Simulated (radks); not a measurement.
# Nuclear size and the levels of Ni

An exercise on one series of results from a longer session: the logs are not shown, and one member is left open.

The numbers are computed with radks (a radial shooting solver on a logarithmic mesh, Libxc functionals) version 1 (Dirac Kohn-Sham, PBE, spin-unpolarised, spherical densities, finite nucleus; open shells are shared between the two j in proportion to 2j + 1), except any that are marked as measured or tabulated.

**Starting point**

| Item | Value |
| --- | --- |
| element | nickel (Z = 28) |
| charge | 0 |
| electrons | 28 |
| configuration | [Ar] 3d8 4s2 |
| nuclear rms radius | 3.7757 fm |

Outer shells as boxes (Hund's rule):

Ni
```
[Ar] core
3d [↑↓][↑↓][↑↓][↑ ][↑ ]
4s [↑↓]
```

The first run:

Input:

```text
Z 28
configuration [Ar] 3d8 4s2 4p0 5s0
relativity Dirac
functional pbe,pbe
spin unpolarised
j_filling average
nucleus finite rms 3.7757 fm
c 137.035999084
```

Steps of the session up to this table: rms radius 3.7757 fm.

One table of the session follows, with a row left open; its other results are not shown here.

It belongs to the step «rms radius 3.7757 fm». Sizes of the orbitals, from the radial functions (bohr):

```
level     <r>  outermost maximum (interpolated)  90 % within  nodes
3s1/2  0.7399                             0.639         1.11      2
3p1/2  0.7717                             0.642         1.19      1
3p3/2  0.7818                             0.650         1.21      1
3d3/2   1.006                             0.628         1.78      0
3d5/2   1.014                             0.631         1.79      0
4s1/2       ?                                 ?            ?      ?
4p1/2   4.338                              3.15         7.04      2
4p3/2   4.409                              3.20         7.15      2
```

Q: Estimate the row for 4s1/2 from the others.

**Answer.** <r>: 2.807; outermost maximum (interpolated): 2.24; 90 % within: 4.33; nodes: 3. In the column «<r>» it lies between 3d5/2 (1.014) and 4p1/2 (4.338).
